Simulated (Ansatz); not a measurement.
**[(Cl)3Ti]2S (Ti₂SCl₆): trial inputs and their diagnosis**

1 input was typed for [(Cl)3Ti]2S (Ti₂SCl₆). Each is run as it stands; the log then has to tell whether the result can be used.

Method: the settings change from run to run; program: Ansatz 0.2.0, Gaussian basis.

2 further runs of the same task are left out: 2 set aside as unsound or not needed.

### Step 1. The relaxed structure

The geometry comes from an earlier relaxation with r2SCAN-D4/def2-SVP; it is a stationary point, not always the lowest conformer.

9 atoms, charge 0, spin multiplicity 1.

Atoms are counted from 1 here; the program's logs count them from 0.

Bond lengths: Ti1–Cl2 2.169 Å, Ti1–Cl3 2.164 Å, Ti1–Cl4 2.172 Å, Ti1–S5 2.264 Å, S5–Ti6 2.264 Å, Ti6–Cl7 2.164 Å, Ti6–Cl8 2.169 Å, Ti6–Cl9 2.172 Å. Angles: Cl2–Ti1–Cl3 109.5°, Cl2–Ti1–Cl4 111.0°, Cl2–Ti1–S5 110.5°, Cl3–Ti1–Cl4 110.0°, Cl3–Ti1–S5 105.9°, Cl4–Ti1–S5 109.7°, Ti1–S5–Ti6 102.0°, S5–Ti6–Cl7 105.9°, S5–Ti6–Cl8 110.5°, S5–Ti6–Cl9 109.7°, Cl7–Ti6–Cl8 109.5°, Cl7–Ti6–Cl9 110.1°, Cl8–Ti6–Cl9 111.0°.

### Step 2. Attempt 1

in.yaml reads:

```yaml
crystal:
  periodic: [false, false, false]
  atoms:
    - {symbol: Ti, position_ang: [-1.966294, -2.952166, 1.567722]}
    - {symbol: Cl, position_ang: [-0.700144, -2.574621, 6.152615]}
    - {symbol: Cl, position_ang: [-3.574499, -7.352201, 0.717083]}
    - {symbol: Cl, position_ang: [-5.319046, 0.263191, 0.445057]}
    - {symbol: S, position_ang: [1.994833, -2.352852, -1.390202]}
    - {symbol: Ti, position_ang: [2.260807, 2.605092, -1.772921]}
    - {symbol: Cl, position_ang: [6.772280, 3.582577, -2.939732]}
    - {symbol: Cl, position_ang: [-0.652713, 4.173660, -5.210620]}
    - {symbol: Cl, position_ang: [1.184797, 4.607342, 2.431020]}
basis:
  gaussian: {orbitals: "6-31G*", final_grid: {core_spheres: 20, valence_spheres: 16, degree: 47}, nuclear_model: gaussian}
hamiltonian: {xc: {name: B2PLYP}}
```

The run is started by

```console
ansatz run in.yaml --threads 4 --pin off --events-out ev --progress --plain --max-ram 8704MiB
```

Q: Predict the results of all the runs planned.

As calculated:

| attempt | level | ended | cause | time |
| --- | --- | --- | --- | --- |
| 1 | B2PLYP/6-31G* | timeout | the geometry is stretched to more than twice its size | 91 s |

**Reading.** 1 timeout.
